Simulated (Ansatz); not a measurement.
# CH4GeO: single points off equilibrium

Aim: energy, forces and dipole at a structure displaced at random from a GFN2-xTB minimum, from CCSD(T) and from density functionals.

Method: single points in def2-TZVPP; program: Ansatz 0.2.0, Gaussian basis.

Cores are frozen in the correlated methods. Filled d shells of the heavier atoms are correlated.

**1. The starting structure**

SMILES `O=[CH][GeH3]`, 7 atoms, charge 0, spin multiplicity 1.

Atoms are counted from 1 here; the program's logs count them from 0.

Bond lengths: O1–C2 1.147 Å, C2–Ge3 2.024 Å, C2–H4 1.100 Å, Ge3–H5 1.470 Å, Ge3–H6 1.530 Å, Ge3–H7 1.501 Å. Angles: O1–C2–Ge3 123.7°, O1–C2–H4 122.0°, Ge3–C2–H4 114.3°, C2–Ge3–H5 113.1°, C2–Ge3–H6 109.2°, C2–Ge3–H7 109.4°, H5–Ge3–H6 109.6°, H5–Ge3–H7 107.9°, H6–Ge3–H7 107.5°.

As a file:

```xyz
7

O    -0.1940   -1.7938    1.0393
C    -0.4685   -1.1196    0.1531
Ge    0.2683    0.7469   -0.1074
H    -1.1606   -1.4480   -0.6359
H    -0.2623    1.4133   -1.3050
H    -0.0440    1.5892    1.1308
H     1.7619    0.6783   -0.2413
```

**2. CCSD(T)/def2-TZVPP**

run/in.yaml reads:

```yaml
crystal:
  periodic: [false, false, false]
  atoms:
    - {symbol: O, position_ang: [-0.194000, -1.793800, 1.039300]}
    - {symbol: C, position_ang: [-0.468500, -1.119600, 0.153100]}
    - {symbol: Ge, position_ang: [0.268300, 0.746900, -0.107400]}
    - {symbol: H, position_ang: [-1.160600, -1.448000, -0.635900]}
    - {symbol: H, position_ang: [-0.262300, 1.413300, -1.305000]}
    - {symbol: H, position_ang: [-0.044000, 1.589200, 1.130800]}
    - {symbol: H, position_ang: [1.761900, 0.678300, -0.241300]}
basis:
  gaussian: {orbitals: def2-TZVPP}
correlation: {method: ccsd_t}
output: {forces: true}
```

No record of the launch command was kept for these runs.

**3. PBE0-D4/def2-TZVPP**

run/in.yaml, as its differences from that of step 2:

```diff
@@ -12,3 +12,3 @@
   gaussian: {orbitals: def2-TZVPP}
-correlation: {method: ccsd_t}
-output: {forces: true}
+hamiltonian: {xc: pbe0, dispersion: d4}
+output: {forces: true, orbitals: {seedname: orbitals}}
```

**4. wB97M-V/def2-TZVPP**

run/in.yaml, as its differences from that of step 3:

```diff
@@ -12,3 +12,3 @@
   gaussian: {orbitals: def2-TZVPP}
-hamiltonian: {xc: pbe0, dispersion: d4}
-output: {forces: true, orbitals: {seedname: orbitals}}
+hamiltonian: {xc: {name: wB97M-V}}
+output: {forces: true}
```

**5. r2SCAN-D4/def2-TZVPP**

run/in.yaml, as its differences from that of step 4:

```diff
@@ -12,3 +12,3 @@
   gaussian: {orbitals: def2-TZVPP}
-hamiltonian: {xc: {name: wB97M-V}}
+hamiltonian: {xc: r2scan, dispersion: d4}
 output: {forces: true}
```

**6. PBE-D4/def2-TZVPP**

run/in.yaml, as its differences from that of step 5:

```diff
@@ -12,3 +12,3 @@
   gaussian: {orbitals: def2-TZVPP}
-hamiltonian: {xc: r2scan, dispersion: d4}
+hamiltonian: {xc: pbe, dispersion: d4}
 output: {forces: true}
```

**7. wB97X-V/def2-TZVPP**

run/in.yaml, as its differences from that of step 6:

```diff
@@ -12,3 +12,3 @@
   gaussian: {orbitals: def2-TZVPP}
-hamiltonian: {xc: pbe, dispersion: d4}
+hamiltonian: {xc: {name: wB97X-V}}
 output: {forces: true}
```

**8. r2SCAN0-D4/def2-TZVPP**

run/in.yaml, as its differences from that of step 7:

```diff
@@ -12,3 +12,3 @@
   gaussian: {orbitals: def2-TZVPP}
-hamiltonian: {xc: {name: wB97X-V}}
+hamiltonian: {xc: {name: r2SCAN0}, dispersion: d4}
 output: {forces: true}
```

(Steps that only read results are left out.)

**Question.** What will these runs give? Wanted: energy less free atoms, CCSD(T)/def2-TZVPP; RMS force component; RMS force error; HOMO and LUMO, PBE0-D4; T1 diagnostic.

The runs gave:

| quantity | value |
| --- | --- |
| energy less free atoms, CCSD(T)/def2-TZVPP | -2233.9 kJ/mol |
| RMS force component | 1.477 to 1.981 eV/Å over the methods |
| RMS force error | PBE0-D4 0.403, wB97M-V 0.304, r2SCAN-D4 0.330, PBE-D4 0.207, wB97X-V 0.229, r2SCAN0-D4 0.519 eV/Å |
| HOMO and LUMO, PBE0-D4 | -6.99 and -1.34 eV |
| T1 diagnostic | 0.014 |

What this shows: Against CCSD(T) the functionals' energies less atoms differ by -89.8 to -6.1 kJ/mol, PBE-D4 by -89.8 kJ/mol. CCSD(T) in triple zeta still lacks some correlation energy of the bonds, so part of these gaps is its own basis error and they don't rank the functionals. On forces the order runs from PBE-D4 to r2SCAN0-D4. Frozen-core CCSD(T) forces in triple zeta carry basis errors of their own, and this is one geometry, so small gaps rank nothing.
